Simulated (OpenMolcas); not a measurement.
# Cu⁴⁺ among point charges: CASSCF and CASPT2 levels and susceptibility

How does a field of 8 point charges split the states of Cu⁴⁺, and what χT follows?

Program: OpenMolcas 26.06. Level of theory: state-averaged CASSCF and CASPT2, spin-orbit coupling by RASSI with atomic mean-field integrals. These are calculated values, not measurements, unless marked.

### Step 1. Starting point

| Item | Value |
| --- | --- |
| Species | Cu⁴⁺ (copper, Z = 29, 25 electrons) |
| Basis | ANO-RCC-VDZP [5s4p2d1f], 34 functions |
| Scalar Hamiltonian | DKH2, point nucleus |
| Inactive shells | 1s 2s 2p 3s 3p |
| Active space | 7 electrons in 5 orbitals (3d) |
| Some configurations of this space | 3d⁷ |
| Orbitals | optimised for each spin and parity, averaged over all roots |

The outer shells:

3d7
```
3d [↑↓][↑↓][↑ ][↑ ][↑ ]
```

The ion sits among 8 point charges of -1.6 e arranged as a cube (Oh), 2.02 Å from the ion.

Each step is its own input file, run in one work folder so that later steps find the files of earlier ones. Labels, J, g values, rates, χT and fits are worked out afterwards by a script from the matrices that RASSI stores. The input lists half of the charges; inversion (Group=XYZ) makes the rest.

### Step 2. Basis and integrals

Contents of a.inp:

```
&GATEWAY
Coord
1

Cu 0.0 0.0 0.0
Basis=ANO-RCC-VDZP
Group=XYZ
NoMove
AngMom=0.0 0.0 0.0
AMFI
XField
4 Angstrom 0
1.166248 1.166248 1.166248 -1.600000
1.166248 1.166248 -1.166248 -1.600000
1.166248 -1.166248 1.166248 -1.600000
1.166248 -1.166248 -1.166248 -1.600000
&SEWARD
```

Started as:

```sh
OMP_NUM_THREADS=1 MOLCAS_MEM=1689 MOLCAS_PROJECT=a pymolcas a.inp > a.log
```

### Step 3. Reference wave functions, quartets of even parity, 10 roots

Contents of a.inp:

```
&RASSCF
FileOrb=start.orb
Symmetry=1
Spin=4
nActEl=7 0 0
Inactive=3 6
Ras2=5 0
CIRoot=10 10 1
SDav=10
CIMx=300
Iter=120 100
PrWF=0.3
OrbListing=Nothing
MaxOrb=0
>>> COPY $Project.JobIph JOB001
```

start.orb holds the contracted functions of the basis, ordered by shell, or the orbitals of the step before.

### Step 4. Reference wave functions, doublets of even parity, 40 roots

Contents of a.inp:

```
&RASSCF
FileOrb=start.orb
Symmetry=1
Spin=2
nActEl=7 0 0
Inactive=3 6
Ras2=5 0
CIRoot=40 40 1
SDav=40
CIMx=300
Iter=120 100
PrWF=0.3
OrbListing=Nothing
MaxOrb=0
>>> COPY $Project.JobIph JOB002
```

### Step 5. RASSI: spin-orbit coupling between the states

Contents of a.inp:

```
&RASSI
NrOfJobIphs=2 10 40
1 2 3 4 5 6 7 8 9 10
1 2 3 4 5 6 7 8 9 10 11 12 13 14 15 16 17 18 19 20 21 22 23 24 25 26 27
28 29 30 31 32 33 34 35 36 37 38 39 40
IphNames
JOB001
JOB002
EJob
SpinOrbit
DIPRint=1.0
SOCoupling=1000.0
Subsets=2
Property=9
'ANGMOM' 1 'ANGMOM' 2 'ANGMOM' 3 'MLTPL  1' 1 'MLTPL  1' 2 'MLTPL  1' 3
'AMFI' 1 'AMFI' 2 'AMFI' 3
SOProperty=3
'ANGMOM' 1 'ANGMOM' 2 'ANGMOM' 3
```

### Step 6. CASPT2: IPEA 0.25, imaginary shift 0.1 (closed shells correlated: 3s 3p)

Contents of a.inp:

```
>>> COPY JOB001 $Project.JobIph
&CASPT2
Multistate=10 1 2 3 4 5 6 7 8 9 10
NoMult
Frozen=2 3
IPEA=0.25
Imaginary=0.1
MaxIter=60
WThr=0.0 0.3 0.05
PrWF=0.5
NoMix
>>> COPY JOB002 $Project.JobIph
&CASPT2
Multistate=40 1 2 3 4 5 6 7 8 9 10 11 12 13 14 15 16 17 18 19 20 21 22
23 24 25 26 27 28 29 30 31 32 33 34 35 36 37 38 39 40
NoMult
Frozen=2 3
IPEA=0.25
Imaginary=0.1
MaxIter=60
WThr=0.0 0.3 0.05
PrWF=0.5
NoMix
```

(Steps that only read results are left out.)

**Question.** What will these runs give? Wanted: spin-free ground state; first state of the same spin within the active space; lowest level; next level.

**Answer**, as computed:

```
                                            quantity                                                                        value
                                              method  SS-CASPT2, IPEA 0.25, imaginary shift 0.1 (closed shells correlated: 3s 3p)
                              spin-free ground state                                              4A2, 1-fold in its orbital part
first state of the same spin within the active space                                                             4T2 at 1550 cm⁻¹
                                        lowest level                                                                    4-fold Γ8
                                          next level                                                                  1165.4 cm⁻¹
                                         χT at 300 K                                                               4.34 cm³ K/mol
                           effective moment at 300 K                                                                      5.89 μB
```

Cost by method:

| method | time of its own steps | time with the reference |
| --- | --- | --- |
| A. CASSCF | 11 s | 11 s |
| B. SS-CASPT2, IPEA 0.25, imaginary shift 0.1, +3s 3p | 3.4 s | 14 s |

Times are of one thread on a shared host.

The spin-free ground state (4A2) comes to 100 % from free-ion F terms and keeps the highest spin of the shell. χT at 300 K is 4.34, against 1.88 cm³ K/mol for the spin alone, so orbital moment adds to it. CASPT2 does not keep the components of a term degenerate, and the means are used. The field of point charges can differ much from that of real complexes. With metal d orbitals alone active, the gaps between spin states are rough; where two lie within a few thousand cm-1, their order is open. Point charges carry no covalency, so the field is a model and not that of real ligands.
